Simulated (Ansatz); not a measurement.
# Hf7PO16: the cost of one run

Program: Ansatz 0.2.0. Level of theory: DFT, PBE, plane-wave PAW, default files, scalar-relativistic, as far as a step names no other. These are calculated values, not measurements.

## 1. The starting structure

The structure is cubic, space group Fm-3m (No. 225). Conventional cell: a = 10.230 Å, b = 10.230 Å, c = 10.230 Å, α = 90.00°, β = 90.00°, γ = 90.00°. Around P (site symmetry m-3m) lie 8 O at 2.21 Å. Around Hf (site symmetry mmm) lie 8 O at 2.21 Å. Hf (site symmetry m-3m) is surrounded by 8 O at 2.21 Å. Around O (site symmetry 3m) lie 1 P at 2.21 Å and 3 Hf at 2.21 Å. Around O (site symmetry 3m) lie 4 Hf at 2.21 Å.

Coordinates:

```xyz
24
Lattice="0.0000 5.1150 5.1150 5.1150 0.0000 5.1150 5.1150 5.1150 0.0000" Properties=species:S:1:pos:R:3 pbc="T T T"
P     0.0000    0.0000    0.0000
Hf    2.5575    2.5575    0.0000
Hf    2.5575    0.0000    2.5575
Hf    5.1150    2.5575    2.5575
Hf    0.0000    2.5575    2.5575
Hf    2.5575    5.1150    2.5575
Hf    2.5575    2.5575    5.1150
Hf    5.1150    5.1150    5.1150
O     1.2788    1.2788    1.2788
O     3.8363    3.8363    1.2788
O     3.8363    1.2788    3.8363
O     6.3938    3.8363    3.8363
O     1.2788    3.8363    3.8363
O     3.8363    6.3938    3.8363
O     3.8363    3.8363    6.3938
O     6.3938    6.3938    6.3938
O     3.8363    3.8363    3.8363
O     6.3938    6.3938    3.8363
O     6.3937    3.8363    6.3938
O     8.9512    6.3938    6.3938
O     3.8363    6.3937    6.3937
O     6.3938    8.9512    6.3937
O     6.3937    6.3937    8.9512
O     8.9512    8.9512    8.9512
```

Atom 1 of the input is the impurity.

## 2. Single point at the given positions

Contents of input.yaml:

```yaml
crystal:
  lattice:
    - [0.0, 5.115, 5.115]
    - [5.115, 0.0, 5.115]
    - [5.115, 5.115, 0.0]
  atoms:
    - { symbol: P, position: [0.0, 0.0, 0.0] }
    - { symbol: Hf, position: [0.0, 0.0, 0.5] }
    - { symbol: Hf, position: [0.0, 0.5, 0.0] }
    - { symbol: Hf, position: [0.0, 0.5, 0.5] }
    - { symbol: Hf, position: [0.5, 0.0, 0.0] }
    - { symbol: Hf, position: [0.5, 0.0, 0.5] }
    - { symbol: Hf, position: [0.5, 0.5, 0.0] }
    - { symbol: Hf, position: [0.5, 0.5, 0.5] }
    - { symbol: O, position: [0.125, 0.125, 0.125] }
    - { symbol: O, position: [0.125, 0.125, 0.625] }
    - { symbol: O, position: [0.125, 0.625, 0.125] }
    - { symbol: O, position: [0.125, 0.625, 0.625] }
    - { symbol: O, position: [0.625, 0.125, 0.125] }
    - { symbol: O, position: [0.625, 0.125, 0.625] }
    - { symbol: O, position: [0.625, 0.625, 0.125] }
    - { symbol: O, position: [0.625, 0.625, 0.625] }
    - { symbol: O, position: [0.375, 0.375, 0.375] }
    - { symbol: O, position: [0.375, 0.375, 0.875] }
    - { symbol: O, position: [0.375, 0.875, 0.375] }
    - { symbol: O, position: [0.375, 0.875, 0.875] }
    - { symbol: O, position: [0.875, 0.375, 0.375] }
    - { symbol: O, position: [0.875, 0.375, 0.875] }
    - { symbol: O, position: [0.875, 0.875, 0.375] }
    - { symbol: O, position: [0.875, 0.875, 0.875] }
total_charge: 1
kpoints:
  mp_grid: { grid: [3, 3, 3] }
scf:
  occupations: { method: fermi_dirac, width: 0.01 }
hamiltonian:
  xc: pbe
  pseudopotentials: { kind: paw }
output:
  forces: true
  stress: true
  populations: true
  efg:
    quadrupole_moments_barn: { Hf: 3.365, O: -0.02558 }
    contact_densities: true
```

Launch:

```bash
$ ansatz run input.yaml --threads 1 --pin off --max-ram 3072MiB --backend cpu --events-out ev --progress --plain --runs-dir out
```

**Question.** How long does this run take on 1 thread of Arm Neoverse V2, shared host, and how much memory does it need?

About 21 s, with a peak of 0.73 GiB.
